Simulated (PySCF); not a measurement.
# C7H8O2: the cost of one run

Computed with PySCF 2.14.0 and routines of our own; the level stands in each step. Atoms count from 0.

## (1) The starting structure

17 atoms, charge 0, multiplicity 1; geometry from: GFN2-xTB.

## (2) Magnetic properties: GIAO BHandHLYP/pcSseg-1

What the job is given:

```
{"job": {"kind": "mag", "xc": "BHandHLYP", "basis": "pcSseg-1", "isotopologues": 0}, "charge": 0, "multiplicity": 1}
C      4.393773     0.285529     1.112498
C      3.232931     0.047568     0.927493
C      1.825223    -0.248046     0.788327
O      1.121517    -0.612093     1.693916
O      1.430241    -0.067781    -0.475634
C      0.053887    -0.306082    -0.755872
C     -0.811519     0.904586    -0.393127
C     -2.228057     0.679533    -0.817100
C     -3.246947     0.604413     0.017036
H      5.412517     0.496742     1.258513
H      0.010529    -0.510725    -1.827871
H     -0.285025    -1.183940    -0.194842
H     -0.761986     1.068741     0.684667
H     -0.406669     1.784945    -0.900842
H     -2.379358     0.567820    -1.883031
H     -4.254263     0.440784    -0.325011
H     -3.113792     0.709498     1.080970
```

With the program's defaults for keys left out, this is: GIAO BHandHLYP/pcSseg-1 magnetisability, rotational g tensor and spin-rotation constants, non-relativistic, gas phase.

Command:

```
OMP_NUM_THREADS=1 python excited_run.py task.json out
```

The driver reads the jobs from task.json and runs them one after another.

Q: Estimate the wall time and peak memory of this first job on 1 thread of Arm Neoverse N1, shared host.

About 67 s, with a peak of 0.9 GiB.
